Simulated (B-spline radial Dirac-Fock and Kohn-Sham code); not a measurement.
# An X-ray data sheet for Eu²⁴⁺, step by step

Wanted for europium as Eu²⁴⁺: its X-ray form factor and Compton profile and the binding energy of each subshell.

The numbers are computed with B-spline radial Dirac-Fock and Kohn-Sham code (version 2): a free atom or ion on a radial basis; each step names its model.

**1. The atom as given**

The Eu²⁴⁺ ion, [Kr] 4d3.

- nuclear charge: 63
- electrons: 39
- mass number: 153
- nuclear rms radius: 5.1115 fm

Outer shells as boxes (Hund's rule, for the drawing alone; heavy ions are jj-coupled, and the calculation averages over the configuration):

```
[Kr] core
4d [↑ ][↑ ][↑ ][  ][  ]
```

**2. Form factor and Compton profile**

Model: Dirac-Fock average of configuration, finite nucleus; form factor of the spherical density, Waller-Hartree incoherent function, impulse-approximation Compton profiles.

Recorded inputs:

```ini
task = scatter
Z = 63
charge = 24
configuration = 1s2 2s2 2p6 3s2 3p6 3d10 4s2 4p6 4d3
mass_number = 153
rms_radius = 5.1115  # fm
s = [0.0, 0.04, 0.06, 0.07, 0.09, 0.12, 0.15, 0.19, 0.24, 0.31, 0.39, 0.5, 0.63, 0.81, 1.03, 1.31, 1.67, 2.13, 2.71, 3.46, 4.4, 5.61, 7.16]  # 1/A
pz = [0, 0.1, 0.2, 0.3, 0.4, 0.5, 0.6, 0.8, 1.0, 1.2, 1.4, 1.6, 1.8, 2.0, 2.5, 3.0, 4.0, 5.0, 7.0, 10.0, 15.0, 20.0, 30.0, 40.0, 60.0, 100.0]  # a.u.
photon_energy = [5000, 8047.8, 10000, 17479.3, 20000, 30000, 100000, 1000000]  # eV
```

**3. Binding energies**

Model: Dirac-Fock average of configuration, Delta-SCF, finite nucleus, first-order Breit with its frequency dependence, self-energy and vacuum polarisation.

The run's settings:

```ini
task = binding
```

**Question.** What will these runs give? Wanted: rms radius of the electron cloud; form factor halves at; Compton profile at zero; deepest level listed, K; least bound, N4,5; Kα1.

The runs gave:

```
                             quantity         value
     rms radius of the electron cloud    0.355 bohr
                form factor halves at       1.1 1/Å
              Compton profile at zero  2.579 1/a.u.
         deepest level listed, K (1s)    49289.4 eV
               least bound, N4,5 (4d)      790.8 eV
                                  Kα1    41539.7 eV
ionisation energy, NIST (theoretical)    795.000 eV
```

What this shows: The form factor starts at the 39 electrons and halves by s = 1.1 1/Å. Incoherent scattering outweighs coherent from 1000 keV on, among the energies asked. For K (1s), relaxation takes off 58.2 eV, Breit terms shift it by -135.56 and QED by -69.74 eV. NIST's ionisation energy differs by +4.21 eV from the least binding energy; the calculation averages open shells over their j components and terms. The Hartree-Fock and Dirac-Fock values hold no electron correlation.
